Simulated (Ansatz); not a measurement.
# HfMgO: the cost of one run

Computed with Ansatz 0.2.0 (DFT PBE, scalar-relativistic, plane waves, PAW, unless a step's input says otherwise).

### Step 1. Starting point

It takes space group P-6m2 (No. 187, hexagonal). Conventional cell: a = 3.692 Å, b = 3.692 Å, c = 3.547 Å, α = 90.00°, β = 90.00°, γ = 120.00°. Mg (site symmetry -6m2) is surrounded by 3 O at 2.13 Å. Around Hf (site symmetry -6m2) lie 6 Mg at 2.77 Å and 6 O at 2.77 Å. O (site symmetry -6m2) is surrounded by 3 Mg at 2.13 Å and 6 Hf at 2.77 Å.

As a file:

```cif
data_structure
_symmetry_space_group_name_H-M 'P-6m2'
_symmetry_Int_Tables_number 187
_cell_length_a 3.6920
_cell_length_b 3.6920
_cell_length_c 3.5466
_cell_angle_alpha 90.000
_cell_angle_beta 90.000
_cell_angle_gamma 120.000
_cell_volume 41.87
loop_
_atom_site_label
_atom_site_type_symbol
_atom_site_symmetry_multiplicity
_atom_site_Wyckoff_symbol
_atom_site_fract_x
_atom_site_fract_y
_atom_site_fract_z
_atom_site_occupancy
Mg1 Mg 1 f 0.66667 0.33333 0.50000 1
Hf1 Hf 1 a 0.00000 0.00000 0.00000 1
O1 O 1 d 0.33333 0.66667 0.50000 1
```

The cell is invented: species swapped into a database cell of GdPPt (P-6m2, No. 187), with Hf on the Gd sites, Mg on the P sites and O on the Pt sites. The dimensions are guesses.

### Step 2. A first look at the guess

Input file input.yaml:

```yaml
crystal:
  lattice:
    - [3.69202117, 0.0, 0.0]
    - [-1.84601059, 3.19738413, 0.0]
    - [0.0, 0.0, 3.54658896]
  atoms:
    - { symbol: Mg, position: [0.66666667, 0.33333333, 0.5] }
    - { symbol: Hf, position: [0.0, 0.0, 0.0] }
    - { symbol: O, position: [0.33333333, 0.66666667, 0.5] }
basis:
  ecutwfc: 420
kpoints:
  mp_grid: { grid: [6, 6, 6] }
hamiltonian:
  xc: pbe
scf:
  occupations: { method: gaussian, width: 0.1 }
  lower_state_search: "off"
output:
  forces: true
  stress: true
  eigenvalues: true
```

Run with:

```
$ ansatz run input.yaml --threads 1 --pin off --max-ram 2560MiB --backend cpu --events-out ev --progress --plain --runs-dir out
```

What time and memory should one allow on 1 thread of Intel Xeon Platinum 8259CL at 2.50GHz (Skylake/Cascade Lake), shared host?

About 3.8 s, with a peak of 0.36 GiB.
